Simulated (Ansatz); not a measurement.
**C₂H₆GeSn: basis-set convergence**

How large a basis does C₂H₆GeSn need? Two functionals are run in growing sets.

Program: Ansatz 0.2.0, Gaussian basis. Level of theory: one geometry, several basis sets. These are calculated values, not measurements.

The runs, in order: PBE0-D4/def2-SVP; ωB97M-V/def2-SVP; PBE0-D4/def2-QZVPP; ωB97M-V/def2-QZVPP; the functionals' def2-TZVPP values are taken from earlier runs.

## (1) The geometry

All runs share one geometry, relaxed beforehand with PBE0-D4 in a triple-zeta def2 set. Sn takes the def2 core potential; no spin-orbit term is included.

SMILES `C=[C]1[GeH2][SnH2]1`, 10 atoms, charge 0, spin multiplicity 1.

Atoms are counted from 1 here; the program's logs count them from 0.

Bond lengths: C1–C2 1.323 Å, C1–H5 1.090 Å, C1–H6 1.089 Å, C2–Ge3 1.964 Å, C2–Sn4 2.157 Å, Ge3–Sn4 2.561 Å, Ge3–H7 1.537 Å, Ge3–H8 1.537 Å, Sn4–H9 1.703 Å, Sn4–H10 1.703 Å. Angles: C2–C1–H5 122.1°, C2–C1–H6 122.2°, H5–C1–H6 115.7°, C1–C2–Ge3 139.3°, C1–C2–Sn4 144.0°, Ge3–C2–Sn4 76.7°, C2–Ge3–Sn4 55.1°, C2–Ge3–H7 116.8°, C2–Ge3–H8 116.8°, Sn4–Ge3–H7 121.9°, Sn4–Ge3–H8 122.0°, H7–Ge3–H8 112.1°, C2–Sn4–Ge3 48.3°, C2–Sn4–H9 116.9°, C2–Sn4–H10 116.9°, Ge3–Sn4–H9 122.8°, Ge3–Sn4–H10 122.8°, H9–Sn4–H10 112.5°.

## (2) PBE0-D4 in def2-SVP

in.yaml

```yaml
crystal:
  periodic: [false, false, false]
  atoms:
    - {symbol: C, position_ang: [-1.459654, 0.772678, -0.878765]}
    - {symbol: C, position_ang: [-0.428311, 0.220338, -0.261619]}
    - {symbol: Ge, position_ang: [0.473671, -1.519377, -0.136230]}
    - {symbol: Sn, position_ang: [1.191681, 0.598770, 1.111850]}
    - {symbol: H, position_ang: [-2.098337, 0.208129, -1.558030]}
    - {symbol: H, position_ang: [-1.725778, 1.819277, -0.741754]}
    - {symbol: H, position_ang: [-0.296790, -2.650818, 0.562642]}
    - {symbol: H, position_ang: [1.208743, -2.011396, -1.393098]}
    - {symbol: H, position_ang: [0.772686, 0.899273, 2.734469]}
    - {symbol: H, position_ang: [2.445189, 1.612026, 0.563435]}
basis:
  gaussian: {orbitals: def2-SVP}
hamiltonian: {xc: pbe0, dispersion: d4}
output: {orbitals: {seedname: orbitals}}
```

After this run come: ωB97M-V in def2-SVP; PBE0-D4 in def2-QZVPP; ωB97M-V in def2-QZVPP.

**Question.** What will the summary of the whole plan be? Wanted: PBE0-D4: double and triple zeta above quadruple; ωB97M-V: double and triple zeta above quadruple.

The runs gave:

| quantity | value |
| --- | --- |
| PBE0-D4: double and triple zeta above quadruple | 11.13, 1.39 eV |
| ωB97M-V: double and triple zeta above quadruple | 11.22, 1.35 eV |

What this shows: PBE0-D4 gains 9.74 eV from double to triple zeta, then 1.39 eV more. Total energies overstate the basis error of differences, where much of it tends to cancel.
